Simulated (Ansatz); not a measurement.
The system is Ba3SbP.

```xyz
5
Lattice="6.1132 0.0000 0.0000 0.0000 6.1132 0.0000 0.0000 0.0000 6.1132" Properties=species:S:1:pos:R:3 pbc="T T T"
Ba    3.0566    3.0566    0.0000
Ba    3.0566    0.0000    3.0566
Ba    0.0000    3.0566    3.0566
Sb    0.0000    0.0000    0.0000
P     3.0566    3.0566    3.0566
```

The cell comes from a database or a generator and needn't be the stable form of this composition.

| Item | Value |
| --- | --- |
| Program | Ansatz 0.2.0 |
| Task | single point |
| Functional | PBE |
| Potentials or basis | Ansatz PAW |
| Cutoff | 420 eV (not typed: the program's choice for these potentials) |
| k mesh | 5 × 5 × 5 |
| Occupations | fermi-dirac, width 0.05 eV |
| Spin | no spin polarisation |

On this cell: pressure -0.5 GPa; largest force zero by symmetry; band gap on the k mesh 0.39 eV, direct.

The same run follows on a disturbed copy (atoms moved at random, drawn with an rms of 0.05 Å):

```
CELL_PARAMETERS angstrom
6.11318 0.00000 0.00000
0.00000 6.11318 0.00000
0.00000 0.00000 6.11318
ATOMIC_POSITIONS crystal
Ba 0.50353 0.50589 0.99620
Ba 0.50338 0.01253 0.49761
Ba 0.00797 0.50196 0.49979
Sb 0.99572 0.99390 0.99728
P 0.51589 0.49756 0.50147
```

Q: What does the disturbed cell give?

A: The energy moves by +5.6 meV/atom; pressure -0.4 GPa; largest force 0.495 eV/Å; band gap on the k mesh 0.40 eV, direct.

Forces on the atoms (eV/Å):
```
Ba   0.040  0.106  0.148
Ba   0.038 -0.494 -0.018
Ba   0.072  0.100 -0.015
Sb   0.050 -0.005  0.002
P   -0.200  0.293 -0.117
```

Stress tensor (GPa, compression positive):
```
-0.46  0.02  0.00
 0.02 -0.37  0.01
 0.00  0.01 -0.51
```

Caveats: odd divisions of the mesh miss points on the zone boundary, where band edges often lie, so the gap on the mesh can be too wide; spin-orbit coupling is left out, which moves the levels of the heavy elements.

A k mesh can miss the band edges.
